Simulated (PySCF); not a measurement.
# The bond of GeN, level by level

The task here is to estimate one member of a computed series from the others.

Program: PySCF 2.14.0. Level of theory: Ge jorge-DZP-DKH, N jorge-DZP-DKH, spin-free X2C with a Gaussian nucleus. These are calculated values, not measurements.

The first run:

The job is set up so:

```
atoms                         : Ge, N
charge                        : 0
basis                         : Ge jorge-DZP-DKH, N jorge-DZP-DKH
Hamiltonian                   : spin-free X2C with a Gaussian nucleus
basis functions               : 58
electrons treated             : 39
masses in u                   : 73.9212, 14.0031
levels                        : PBE0, PBE, r²SCAN, revPBE, LDA, BLYP, ωB97X, HF, MP2, SCS-MP2, CCSD, CCSD(T)
grid                          : 80 radial by 434 angular points
occupations                   : held fixed by the projection of orbital angular momentum
dissociation limit            : Ge + N, each in its ground configuration
starting distance in angstrom : 1.815
values of 2S to try           : 1, 3, 5
```

Command:

```console
> OMP_NUM_THREADS=1 python dia.py task.json out
```

Among the steps run: Set-up; First curve: PBE0; Excited determinants; PBE (GGA); r²SCAN (meta-GGA); revPBE; LDA (local density); BLYP (GGA); ωB97X (range-separated hybrid); ROHF (mean field); Adding correlation.

One table of the session follows, with a row left open; its other results are not shown here.

Energy (eV) from each level's lowest point:

| R (Å) | ROHF | ROHF-MP2 | ROHF-SCS-MP2 | ROHF-CCSD | ROHF-CCSD(T) |
| --- | --- | --- | --- | --- | --- |
| 1.424 | 1.527 | 1.942 | 1.954 | n/a | n/a |
| 1.490 | 0.606 | 0.938 | 0.942 | 0.795 | 0.870 |
| 1.557 | ? | ? | ? | ? | ? |
| 1.606 | 0.000 | 0.118 | 0.116 | 0.059 | 0.084 |
| 1.656 | 0.006 | 0.011 | 0.009 | 0.000 | 0.000 |
| 1.706 | 0.121 | 0.000 | 0.000 | 0.044 | 0.017 |
| 1.772 | 0.397 | 0.093 | 0.098 | 0.220 | 0.152 |
| 1.855 | 0.877 | 0.319 | 0.333 | 0.563 | 0.439 |
| 1.954 | 1.568 | 0.669 | 0.698 | 1.070 | 0.874 |
| 2.087 | 2.567 | 1.158 | 1.213 | n/a | n/a |

**Question.** Estimate the row for R (Å) = 1.557.

Worked estimate for «ROHF». A straight line through the neighbours (1.490, 0.606) and (1.606, 0.000) gives 0.606 + (0.000 − 0.606) × (1.557 − 1.490) / (1.606 − 1.490) = 0.256; a parabola fitted to 4 rows on both sides gives 0.112.

As computed: ROHF: 0.135; ROHF-MP2: 0.354; ROHF-SCS-MP2: 0.353; ROHF-CCSD: 0.254; ROHF-CCSD(T): 0.302. In «ROHF» the line misses by +0.121 and the parabola by -0.023.
